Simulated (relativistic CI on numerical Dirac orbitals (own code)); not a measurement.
**Rh⁵⁺: 4d valence photoemission multiplets**

Aim: the 4d valence photoemission spectrum of Rh⁵⁺ in 4 surroundings, from the same atomic integrals.

Method: Dirac-Coulomb-Breit CI, KLI orbitals optimised for each configuration, model QED (radiative potential, 1s self-energy scaled to tabulated hydrogen-like ionisation energies), multiplet model of photoemission in the sudden approximation. Code: relativistic CI on numerical Dirac orbitals (own code) version 1.

**1. What is computed**

```
ion            : Rh⁵⁺ (Rh VI)
nuclear charge : 45
electrons      : 40
configurations : [Kr] 4d4 → [Kr] 4d3
temperature    : 300 K
widths         : Lorentz 0.3 eV, Gauss 0.5 eV
surrounding 1  : free ion
surrounding 2  : Oh, 10Dq = 8500 cm⁻¹
surrounding 3  : Oh, 10Dq = 23500 cm⁻¹
surrounding 4  : Oh, 10Dq = 38500 cm⁻¹
```

**2. Surrounding 1: free ion**

The run's settings:

```ini
atom Rh  Z=45  charge=5  electrons=40
nucleus A=103  rms_radius_fm=4.4945
hamiltonian dirac-coulomb  breit=on  qed=on  c_scale=1
orbitals kli  potential=per-configuration
slater_scale 1
correlation none
mixing on
configurations
  [Kr] 4d4
  [Kr] 4d3
end
photoemission 4d valence T=300 lorentz=0.3 gauss=0.5
crystal_field free
```

**3. Surrounding 2: Oh, 10Dq = 8500**

The settings differ from step 2 so:

```diff
@@ -12,2 +12,2 @@
 photoemission 4d valence T=300 lorentz=0.3 gauss=0.5
-crystal_field free
+crystal_field Oh 10Dq=8500
```

**4. Surrounding 3: Oh, 10Dq = 23500**

The settings differ from step 3 so:

```diff
@@ -12,2 +12,2 @@
 photoemission 4d valence T=300 lorentz=0.3 gauss=0.5
-crystal_field Oh 10Dq=8500
+crystal_field Oh 10Dq=23500
```

**5. Surrounding 4: Oh, 10Dq = 38500**

The settings differ from step 4 so:

```diff
@@ -12,2 +12,2 @@
 photoemission 4d valence T=300 lorentz=0.3 gauss=0.5
-crystal_field Oh 10Dq=23500
+crystal_field Oh 10Dq=38500
```

(Steps that only read results are left out.)

What does the calculation give? Wanted: highest peak, first run; ground spin.

**Answer**, as computed:

| surrounding | ground S | centroid (eV) | spread (eV) | up to four highest peaks (% of the highest), eV |
| --- | --- | --- | --- | --- |
| 1: free | 1.98 | 79.87 | 1.05 | 79.2 (100), 81.3 (39) |
| 2: Oh | 1.98 | 79.97 | 1.20 | 78.6 (72), 79.6 (100), 80.4 (46), 82.0 (43) |
| 3: Oh | 1.60 | 79.98 | 1.76 | 77.7 (76), 80.3 (100), 81.8 (37), 84.3 (7) |
| 4: Oh | 1.03 | 80.26 | 1.84 | 78.1 (76), 80.8 (100), 82.4 (36) |

```
                           quantity         value
            highest peak, first run       79.2 eV
ground spin (effective S from ⟨S²⟩)  1.03 to 1.98
```

In words: The ground spin changes between the runs (1.98 to 1.03), and the line shape with it. The position of the maximum differs by up to 1.6 eV between the surroundings, by shifts of peaks or by peaks exchanging rank. Energies are those of the free ion without screening by ligands; binding energies in solids differ by tens of eV.
